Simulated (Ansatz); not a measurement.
# C19O: the cost of one run

Method: DFT PBEsol, plane waves, PAW, scalar-relativistic, no spin polarisation, in Ansatz 0.2.0.

### Step 1. The structure to begin with

The cell holds 20 atoms (C19O): a = 7.398 Å, b = 7.398 Å, c = 11.000 Å, α = 90.00°, β = 90.00°, γ = 120.00°.

The coordinates stand in the first input below.

### Step 2. End point A

File input.yaml:

```yaml
crystal:
  lattice:
    - [7.398, 0.0, 0.0]
    - [-3.699, 6.406856, 0.0]
    - [0.0, 0.0, 11.0]
  atoms:
    - { symbol: C, position: [0.0, 0.0, 0.0909091] }
    - { symbol: C, position: [0.2222222, 0.1111111, 0.0909091] }
    - { symbol: C, position: [0.0, 0.3333333, 0.0909091] }
    - { symbol: C, position: [0.2222222, 0.4444444, 0.0909091] }
    - { symbol: C, position: [0.0, 0.6666667, 0.0909091] }
    - { symbol: C, position: [0.2222222, 0.7777778, 0.0909091] }
    - { symbol: C, position: [0.3333333, 0.0, 0.0909091] }
    - { symbol: C, position: [0.5555556, 0.1111111, 0.0909091] }
    - { symbol: C, position: [0.3333333, 0.3333333, 0.0909091] }
    - { symbol: C, position: [0.5555556, 0.4444444, 0.0909091] }
    - { symbol: C, position: [0.3333333, 0.6666667, 0.0909091] }
    - { symbol: C, position: [0.5555556, 0.7777778, 0.0909091] }
    - { symbol: C, position: [0.6666667, 0.0, 0.0909091] }
    - { symbol: C, position: [0.8888889, 0.1111111, 0.0909091] }
    - { symbol: C, position: [0.6666667, 0.3333333, 0.0909091] }
    - { symbol: C, position: [0.8888889, 0.4444444, 0.0909091] }
    - { symbol: C, position: [0.6666667, 0.6666667, 0.0909091] }
    - { symbol: C, position: [0.8888889, 0.7777778, 0.0909091] }
    - { symbol: C, position: [0.6783744, 0.6717734, 0.2318182] }
    - { symbol: O, position: [0.6783744, 0.6717734, 0.3372727] }
basis:
  ecutwfc: 420.0
kpoints:
  mp_grid: { grid: [2, 2, 1] }
hamiltonian:
  xc: pbesol
  pseudopotentials: { kind: paw, azcp: { folder: soft_1 } }
scf:
  occupations: { method: fermi_dirac, width: 0.02 }
  lower_state_search: "off"
relax:
  f_tol: 0.03
  max_steps: 60
  adjacent_minimum: "off"
```

Command:

```bash
$ ansatz run input.yaml --threads 1 --pin off --max-ram 3072MiB --backend cpu --events-out ev --progress --plain --runs-dir out
```

**Question.** How long does this run take on 1 thread of Intel Xeon Platinum 8375C at 2.90GHz (Ice Lake), shared host, and how much memory does it need?

About 2.5 min, with a peak of 0.68 GiB.
